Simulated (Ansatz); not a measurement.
The system is LiCaF3.

```
Ca F Li
1.0
     3.76124    0.00000    0.00000
     0.00000    3.76124    0.00000
     0.00000    0.00000    3.76124
Ca F Li
1 3 1
Direct
  0.00000 0.00000 0.00000
  0.50000 0.00000 0.50000
  0.50000 0.50000 0.00000
  0.00000 0.50000 0.50000
  0.50000 0.50000 0.50000
```

The cell comes from a database or a generator and needn't be the stable form of this composition.

Below is the output of Ansatz 0.2.0 for this cell. Logs are shortened: lines on timing, memory, paths and dates and some standing lists are left out, and cuts for length are marked.

```text
Warning: RAYON_NUM_THREADS=2 ignored (pool sized by the plan → 2); use --threads N
scf.n_extra_bands = 12 over 17 filled bands (N_el = 34.0): the run solves 29 bands
Engine: ansatz 0.2.0, x86_64-unknown-linux-gnu
Pseudopotentials: kind: paw
Pseudopotential: Ca, paw, valence charge 10, recommended cutoff 520 eV (normal), Ca.paw.azcp
Pseudopotential: F, paw, valence charge 7, recommended cutoff 1050 eV (normal), F.paw.azcp
Pseudopotential: Li, paw, valence charge 3, recommended cutoff 780 eV (normal), Li.paw.azcp
Functional definition: PBE
  parameter kappa = 0.804
  parameter beta = 0.06672455060314922
  exchange = pbe_x(kappa = kappa, mu = beta*pi^2/3)
  correlation = pbe_c(beta = beta)
Crystal: 5 atoms, lattice volume = 53.210 Å³
Basis set: ecut = 1050 eV, 4067 PW (Γ), exchange–correlation on 80×80×80 points (8 copies of the dense FFT grid, shifted against one another)
Bands: 29, of which v1, the nominal top of the filled ones, is band 17 counted from 1 (16 counted from 0)
Symmetry: 48 space group operations
Space group: Pm-3m (ITA 221), of the structure as read, at distance tolerance 3.8e-5 Å
k-points: 20 of 343
Non-local potential: Ca, projectors of the file, l = 0: 2, l = 1: 2, l = 2: 2, l = 3: 1
Non-local potential: F, projectors of the file, l = 0: 2, l = 1: 2, l = 2: 1
Non-local potential: Li, projectors of the file, l = 0: 2, l = 1: 1, l = 2: 2
PAW form: soft (Blöchl's): semilocal exchange-correlation on the pseudo side does not see the compensation charge
PAW one-centre angular grid: Ca, 194 points (default); XC on 64 Gauss nodes
PAW one-centre angular grid: F, 110 points (default); XC on 64 Gauss nodes
PAW one-centre angular grid: Li, 110 points (default); XC on 64 Gauss nodes
Initial density: superposition of atomic densities (chi_scale 0.1, normalization cell, long waves kept (reshape's long-wave potential 0.01 eV rms))
Initial wavefunctions: pseudopotential atomic-orbital guess
Functional: x = pbe(κ = 0.804, μ = 0.2195149727645171), c = pbe(β = 0.06672455060314922)
SCF iter   1: F=—  HF=-4458.337917 eV  |F-HF|=—  |Δ(HF+E_count)|=         —  Δρ=1.50e-1  dr2=1.15e1  ethr=3.10e-3  ⟨swp⟩=9.4  Hψ=3734  notcnv=0  defer=5
preconditioner: auto → Resta (q_TF=auto, 2.532 Å⁻¹)  ε∞=3.1  [insulator: Δε(μ)=2.019 eV  Ē_g=19.270 eV  σ=0.050 eV  W_gap=1.00  n_scr=18 (ndim 8)  ℏωp=27.9 eV  f_vac=0.000  D(μ)=0.00/eV (n_scr^D=0)  ε∞_Penn≈3.1]
SCF iter   2: F=—  HF=-4455.455431 eV  |F-HF|=—  |Δ(HF+E_count)|=    2.88e0  Δρ=4.35e-2  dr2=1.11e0  ethr=3.10e-3  ⟨swp⟩=3.0  Hψ=1288  notcnv=0  defer=121
SCF iter   3: F=—  HF=-4455.120210 eV  |F-HF|=—  |Δ(HF+E_count)|=   3.35e-1  Δρ=1.43e-2  dr2=1.02e-1  ethr=3.10e-3  ⟨swp⟩=2.6  Hψ=882  notcnv=0  defer=121
SCF iter   4: F=—  HF=-4455.112711 eV  |F-HF|=—  |Δ(HF+E_count)|=   7.50e-3  Δρ=4.38e-3  dr2=7.55e-3  ethr=3.01e-4  ⟨swp⟩=3.0  Hψ=1017  notcnv=0  defer=121
SCF iter   5: F=—  HF=-4455.111216 eV  |F-HF|=—  |Δ(HF+E_count)|=   1.50e-3  Δρ=9.09e-4  dr2=5.00e-4  ethr=2.22e-5  ⟨swp⟩=2.0  Hψ=818  notcnv=0  defer=121
SCF iter   6: F=—  HF=-4455.111177 eV  |F-HF|=—  |Δ(HF+E_count)|=   3.86e-5  Δρ=2.83e-4  dr2=5.35e-5  ethr=1.47e-6  ⟨swp⟩=2.5  Hψ=713  notcnv=0  defer=121
SCF iter   7: F=—  HF=-4455.111462 eV  |F-HF|=—  |Δ(HF+E_count)|=   2.85e-4  Δρ=6.42e-5  dr2=3.88e-6  ethr=1.57e-7  ⟨swp⟩=2.2  Hψ=841  notcnv=0  defer=121
SCF iter   8: F=—  HF=-4455.111461 eV  |F-HF|=—  |Δ(HF+E_count)|=   1.35e-6  Δρ=1.29e-5  dr2=1.32e-7  ethr=1.14e-8  ⟨swp⟩=2.0  Hψ=601  notcnv=0  defer=121
SCF iter   9: F=-4455.111461 eV  HF=-4455.111461 eV  |F-HF|=2.34e-10  |Δ(HF+E_count)|=   4.83e-8  Δρ=1.01e-6  dr2=3.93e-10  ethr=2.94e-10  ⟨swp⟩=10.2  Hψ=3118  notcnv=0
SCF 1 converged in 9 iterations: F = -4455.111461 eV  dr2 = 3.93e-10
  greatest PAW one-centre occupation: 0.925 electrons in one spin orbital (limit 2), on the Li atom at site 4 (counted from 0), in its partial waves of l = 0
NSCF: frozen V_eff on 86 k-points
SCF converged after 9 iterations
Free energy (F): -4455.111461 eV
Harris-Foulkes:  -4455.111461 eV  (|F-HF|=2.34e-10)
Internal energy: -4455.111461 eV  (E = F + TS)
E sigma→0 (E₀):  -4455.111461 eV
Fermi energy:    7.247391 eV
--- Per-component energies (eV) ---
  E_band       = -277.028846
  E_kinetic    = 1381.266360
  E_local      = -3162.677170  (includes V_loc(G=0)·N_el)
  E_nonlocal   = 723.438398
  E_hartree    = 796.042570
  E_xc         = -509.980083
  E_vxc        = -639.305711  (∫ρ·V_xc dr)
  E_paw        = -1381.413793  (= ΣΔE_a)
  E_vpaw       = -171.835895  (= ΣTr[D̂ρ^β])
  E_aug_tail   = 0.000278  (compensation charges beyond the density's cutoff)
  E_ewald      = -2301.788020
  E_smearing   = -0.000000  (= −TS)
  E_closure    = 0.000000  (closes the sum)
  Σ components = -4455.111461   (vs F -4455.111461, Δ=0.00e0)
--- Forces (eV/Å), atoms counted from 1 ---
  atom   1  Ca    -0.00000000     0.00000000     0.00000000
  atom   2  F      0.00000000    -0.00000000     0.00000000
  atom   3  F      0.00000000    -0.00000000    -0.00000000
  atom   4  F      0.00000000     0.00000000    -0.00000000
  atom   5  Li     0.00000000    -0.00000000    -0.00000000
  max |Σ_I F_I| component: 2.43e-28 eV/Å
--- Stress (GPa, compression-positive) ---
       -0.081314       0.000000       0.000000
        0.000000      -0.081314       0.000000
       -0.000000       0.000000      -0.081314
  P = ⅓ Tr σ = -0.0813 GPa (-0.813 kbar)
--- Band table (eV; the first three rows and the last of 20) ---
  k-point 0: bands = ["-36.2061", "-33.8665", "-16.3469", "-15.4255", "-15.4255", "-14.7763", "-14.7763", "-14.7763", "1.1792", "1.1792", "1.1792", "3.1215", "3.1215", "3.1215", "3.8229", "3.8229", "3.8229", "10.4234", "10.4234", "10.7964", "12.0085", "12.0085", "12.0085", "21.4540", "21.4540", "21.4540", "22.4786", "22.8746", "22.8746"]
  k-point 1: bands = ["-36.2054", "-33.8648", "-16.3577", "-15.5274", "-15.4218", "-14.7731", "-14.7731", "-14.6826", "1.2239", "1.2239", "1.2777", "3.0152", "3.0571", "3.0571", "3.6358", "3.7660", "3.7660", "10.6266", "10.6317", "11.2081", "12.0346", "12.1459", "12.1459", "20.2389", "21.4291", "21.4291", "22.4680", "23.0033", "23.3341"]
  k-point 2: bands = ["-36.2038", "-33.8611", "-16.3830", "-15.6972", "-15.4134", "-14.7661", "-14.7661", "-14.5300", "1.3347", "1.3347", "1.5336", "2.7917", "2.9071", "2.9071", "3.2158", "3.6382", "3.6382", "11.0745", "11.1115", "12.0943", "12.3358", "12.4565", "12.4565", "18.1849", "21.3616", "21.3616", "22.2641", "23.3793", "23.5381"]
  k-point 19: bands = ["-36.1958", "-33.8426", "-15.8755", "-15.7869", "-15.7869", "-14.8421", "-14.8421", "-14.7923", "1.0427", "1.4259", "1.4839", "1.4839", "3.6886", "3.6886", "3.8740", "3.8740", "3.8932", "11.5032", "11.5381", "11.5381", "12.7328", "12.7328", "16.0196", "18.2114", "18.5478", "18.5478", "20.1591", "20.1591", "20.3379"]
```

Task: What input gives this log?

Result: Band structure with PBE, no spin polarisation. The files as run (others can give the same):

input.yaml
```yaml
crystal:
  lattice:
    - [3.761244, 0.0, 0.0]
    - [0.0, 3.761244, 0.0]
    - [0.0, 0.0, 3.761244]
  atoms:
    - { symbol: Ca, position: [0.0, 0.0, 0.0] }
    - { symbol: F, position: [0.5, 0.0, 0.5] }
    - { symbol: F, position: [0.5, 0.5, 0.0] }
    - { symbol: F, position: [0.0, 0.5, 0.5] }
    - { symbol: Li, position: [0.5, 0.5, 0.5] }
hamiltonian:
  xc: pbe
  pseudopotentials: { kind: paw, source: ansatz }
kpoints:
  mp_grid: { grid: [7, 7, 7] }
  band_path:
    path:
      - [[0.0, 0.0, 0.0], [0.0, 0.5, 0.0], [0.5, 0.5, 0.0], [0.0, 0.0, 0.0], [0.5, 0.5, 0.5], [0.0, 0.5, 0.0]]
      - [[0.5, 0.5, 0.0], [0.5, 0.5, 0.5]]
    npoints: 14
scf:
  occupations: { method: fermi_dirac, width: 0.05 }
  n_extra_bands: 12
output:
  forces: true
  stress: true
  eigenvalues: true
  fatbands: false
```

Potentials or basis: Ansatz PAW earlier set.
Launch:
```sh
$ ansatz run input.yaml --threads 2 --pin off --max-ram 5632MiB --backend cpu --events-out ev --progress --plain --runs-dir out
```
